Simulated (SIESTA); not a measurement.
# TeAs2 under changes of volume

One of the cells (25.291 Å³/atom); the others are scaled copies at fixed shape and fractional positions:

```
Te As
1.0
    -3.58001    3.58001    2.95999
     3.58001   -3.58001    2.95999
     3.58001    3.58001   -2.95999
Te As
2 4
Direct
  0.00000 0.00000 0.00000
  0.75000 0.25000 0.50000
  0.87500 0.62500 0.25000
  0.37500 0.62500 0.75000
  0.37500 0.12500 0.75000
  0.37500 0.62500 0.25000
```

The cell comes from a database or a generator and needn't be the stable form of this composition.

| Item | Value |
| --- | --- |
| Program | SIESTA 5.4.2 |
| Functional | PBEsol |
| Potentials or basis | PseudoDojo 0.4 standard (PBEsol files) |
| Basis | DZP (energy shift 0.003 Ry; two zetas on semicore shells) |
| Grid cutoff | 500 Ry |
| Energy shift | 0.003 Ry |
| k mesh | 6 × 6 × 6 |
| Occupations | fermi-dirac, width 0.05 eV |
| Spin | no spin polarisation |

| volume (Å³/atom) | energy over the lowest point (meV/atom) | pressure (GPa) |
| --- | --- | --- |
| 23.307 | 5.00 | 2.3 |
| 23.803 | 0.00 | 0.7 |
| 24.299 | 0.17 | -0.8 |
| 25.291 | 12.98 | -3.2 |
| 25.787 | 24.72 | -4.3 |
| 26.283 | ? | ? |

Q: What does the run at 26.283 Å³/atom give?

A: Energy over the lowest point 39.36 meV/atom; pressure -5.2 GPa.

Worked out: A Birch-Murnaghan fit of order 3 (a polynomial in V^(-2/3)) to the other rows has its minimum at 24.04 Å³/atom with B0 = V·E''(V) = 74 GPa and B' = 5.6 at fixed shape and positions, which overstates the stiffness. It gives 39.34 meV/atom at 26.283 Å³/atom, against the run's 39.36, and -dE/dV = -5.2 GPa, against -5.2.

Energies are extrapolated to zero smearing.

Caveats: the basis of atomic orbitals isn't converged, which shifts pressures, moduli and gaps.
